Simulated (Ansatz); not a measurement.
# C₂H₇ClSi₂: up Jacob's ladder to CCSD(T)

How much do the methods differ for C₂H₇ClSi₂? The plan is to run it at one geometry with functionals of several rungs and with coupled cluster. The yardstick is the atomisation energy at the CCSD(T) limit.

Computed with Ansatz 0.2.0, Gaussian basis. Level: functionals in def2-TZVPP, the program's frozen cores in correlated methods.

Levels to be run: PBE-D4, r2SCAN-D4, PBE0-D4, B3LYP-D4, ωB97X-V, ωB97M-V, B2PLYP; CCSD(T)/def2-TZVPP; MP2/def2-QZVPP; extrapolation to the limit.

## 1. The geometry

The geometry comes from an earlier relaxation with PBE0-D4 in a triple-zeta def2 set; it is a stationary point, not always the lowest conformer.

SMILES `[SiH3]C1(Cl)C[SiH2]1`, 12 atoms, charge 0, spin multiplicity 1.

Atoms are counted from 1 here; the program's logs count them from 0.

Bond lengths: Si1–C2 1.862 Å, Si1–H6 1.483 Å, Si1–H7 1.487 Å, Si1–H8 1.490 Å, C2–Cl3 1.777 Å, C2–C4 1.543 Å, C2–Si5 1.864 Å, C4–Si5 1.846 Å, C4–H9 1.086 Å, C4–H10 1.086 Å, Si5–H11 1.477 Å, Si5–H12 1.475 Å. Angles: C2–Si1–H6 110.2°, C2–Si1–H7 110.7°, C2–Si1–H8 107.6°, H6–Si1–H7 109.7°, H6–Si1–H8 109.6°, H7–Si1–H8 109.0°, Si1–C2–Cl3 111.5°, Si1–C2–C4 118.6°, Si1–C2–Si5 121.0°, Cl3–C2–C4 115.1°, Cl3–C2–Si5 118.4°, C4–C2–Si5 64.8°, C2–C4–Si5 66.0°, C2–C4–H9 116.4°, C2–C4–H10 114.7°, Si5–C4–H9 122.0°, Si5–C4–H10 117.0°, H9–C4–H10 112.7° and more.

## 2. PBE-D4 (GGA)

Contents of in.yaml:

```yaml
crystal:
  periodic: [false, false, false]
  atoms:
    - {symbol: Si, position_ang: [-1.059282, -0.629796, 1.229964]}
    - {symbol: C, position_ang: [0.408519, 0.130866, 0.373079]}
    - {symbol: Cl, position_ang: [1.685847, 0.565473, 1.528865]}
    - {symbol: C, position_ang: [0.905459, -0.502629, -0.942864]}
    - {symbol: Si, position_ang: [0.192521, 1.187404, -1.146782]}
    - {symbol: H, position_ang: [-1.619743, 0.318988, 2.222953]}
    - {symbol: H, position_ang: [-0.674411, -1.896592, 1.907112]}
    - {symbol: H, position_ang: [-2.083071, -0.927525, 0.189757]}
    - {symbol: H, position_ang: [0.381242, -1.392937, -1.278630]}
    - {symbol: H, position_ang: [1.984424, -0.595956, -1.021619]}
    - {symbol: H, position_ang: [-1.164402, 1.367705, -1.702451]}
    - {symbol: H, position_ang: [1.119896, 2.319798, -1.325484]}
basis:
  gaussian: {orbitals: def2-TZVPP}
hamiltonian: {xc: pbe, dispersion: d4}
output: {forces: true, orbitals: {seedname: orbitals}}
```

Launch:

```
$ ansatz run in.yaml --threads 4 --pin off --events-out ev --progress --plain --max-ram 10444MiB
```

The runs that follow: r2SCAN-D4 (meta-GGA); PBE0-D4 (hybrid); B3LYP-D4 (hybrid); ωB97X-V (range-separated); ωB97M-V (range-separated); B2PLYP (double hybrid); CCSD(T) in def2-TZVPP; MP2 in def2-QZVPP.

Q: Predict the results of all the runs planned. Wanted: atomisation energy, CCSD(T)/CBS; farthest; mean size of error, hybrid; mean size of error, range-separated; gap, smallest and largest; T1 diagnostic; triples share of the correlation energy.

As calculated:

```
                               quantity                                  value
        atomisation energy, CCSD(T)/CBS                          3998.1 kJ/mol
 functionals within 20.0 kJ/mol (0.5 %)  r2SCAN-D4, PBE0-D4, B3LYP-D4, ωB97M-V
                               farthest                  B2PLYP (-64.9 kJ/mol)
             mean size of error, hybrid                             9.1 kJ/mol
    mean size of error, range-separated                            20.1 kJ/mol
              gap, smallest and largest   4.54 eV (PBE-D4), 10.81 eV (ωB97X-V)
                          T1 diagnostic                                 0.0118
triples share of the correlation energy                                  4.2 %
```

PBE-D4 misses by +39.6 kJ/mol. Double hybrids carry the basis error of their MP2 part in triple zeta, and no dispersion term here, so their miss is partly the set-up's. The reference freezes the cores and leaves out relativity and excitations past (T), so misses under about 20.0 kJ/mol can't be ranked. Hartree-Fock recovers 74 % of the binding; the rest is correlation. The gap grows from 4.5 to 10.8 eV across the functionals, mostly with the share of exact exchange.
